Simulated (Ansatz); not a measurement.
# C2H5FSe2: the cost of one run

Program: the Python package of Ansatz 0.2.0. The levels of theory stand in the script. These are calculated values, not measurements.

## Step 1: The structure

Bond lengths: C1–Se2 1.945 Å, Se2–Se3 2.385 Å, Se3–C4 1.946 Å, C4–F5 1.382 Å, C1–H6 1.109 Å, C1–H7 1.110 Å, C1–H8 1.109 Å, C4–H9 1.109 Å, C4–H10 1.109 Å. Angles: C1–Se2–Se3 91.4°, Se2–C1–H6 109.9°, Se2–C1–H7 109.7°, Se2–C1–H8 109.2°, H6–C1–H7 109.6°, H6–C1–H8 109.2°, H7–C1–H8 109.2°, Se2–Se3–C4 91.8°, Se3–C4–F5 109.7°, Se3–C4–H9 110.0°, Se3–C4–H10 109.1°, F5–C4–H9 109.6°, F5–C4–H10 109.2°, H9–C4–H10 109.1°.

The script holds or builds the structure itself.

## Step 2: The code

Contents of c2h5fse2_methods.py:

```python
"""C2H5FSe2 at several levels of theory."""

from dataclasses import dataclass
from pathlib import Path

import ansatz as az
import numpy as np


@dataclass
class Settings:
    basis: str = "def2-SVP"


settings = Settings()

geometry_ang = [
    ("C", (1.8844, 0.1501, 0.1157)),
    ("Se", (0.8535, -1.4261, -0.3714)),
    ("Se", (-0.8534, -0.8691, 1.1986)),
    ("C", (-1.865, 0.1017, -0.1515)),
    ("F", (-2.3044, -0.7753, -1.1249)),
    ("H", (1.2956, 1.0661, -0.0961)),
    ("H", (2.1385, 0.1124, 1.1951)),
    ("H", (2.8204, 0.1729, -0.4791)),
    ("H", (-1.2282, 0.8833, -0.6143)),
    ("H", (-2.7414, 0.5841, 0.3277)),
]
c2h5fse2 = az.Crystal.molecule()
for symbol, xyz in geometry_ang:
    c2h5fse2 = c2h5fse2.atom(symbol, xyz)

calculation = c2h5fse2.calculation().basis(gaussian=settings.basis)

print("functional    E (Ha)        dipole (D)   HOMO (eV)  LUMO (eV)")
for name in ["pbe", "r2scan0", "blyp", "hse06", "lda", "cam_b3lyp"]:
    data = calculation.functional(name).forces().orbitals().run(threads=1, backend="cpu", runs_dir="runs").report
    lines = Path(data["orbitals_path"]).read_text().splitlines()
    field_of = lambda key: [line.split("=")[1].strip() for line in lines if line.startswith(key)]
    orbitals = [(27.211386 * float(e), s, float(n)) for e, s, n in zip(field_of("Ene="), field_of("Spin="), field_of("Occup="))]
    homo = max(e for e, _, n in orbitals if n > 0.5)
    lumo = min(e for e, _, n in orbitals if n < 0.5)
    dipole = 4.803205 * np.linalg.norm(data["charge_distribution"]["dipole_moment_e_ang"])
    print(f"{name:10s} {data['free_energy_ev'] / 27.211386246:14.6f} {dipole:9.3f} {homo:11.3f} {lumo:10.3f}")
```

## Step 3: The calls as engine input

The package turns the script's settings into the engine's input (first run):

```yaml
crystal:
  periodic: [false, false, false]
  atoms:
    - { symbol: C, position_ang: [1.8844, 0.1501, 0.1157] }
    - { symbol: Se, position_ang: [0.8535, -1.4261, -0.3714] }
    - { symbol: Se, position_ang: [-0.8534, -0.8691, 1.1986] }
    - { symbol: C, position_ang: [-1.865, 0.1017, -0.1515] }
    - { symbol: F, position_ang: [-2.3044, -0.7753, -1.1249] }
    - { symbol: H, position_ang: [1.2956, 1.0661, -0.0961] }
    - { symbol: H, position_ang: [2.1385, 0.1124, 1.1951] }
    - { symbol: H, position_ang: [2.8204, 0.1729, -0.4791] }
    - { symbol: H, position_ang: [-1.2282, 0.8833, -0.6143] }
    - { symbol: H, position_ang: [-2.7414, 0.5841, 0.3277] }
basis:
  gaussian:
    orbitals: def2-SVP
hamiltonian:
  xc: pbe
output:
  orbitals: {}
  forces: true
```

## Step 4: The run

Run with:

```bash
$ python c2h5fse2_methods.py
```

What time and memory should one allow on 1 thread of Intel Xeon 6975P-C (Granite Rapids), shared host?

About 32 s, with a peak of 0.5 GiB.
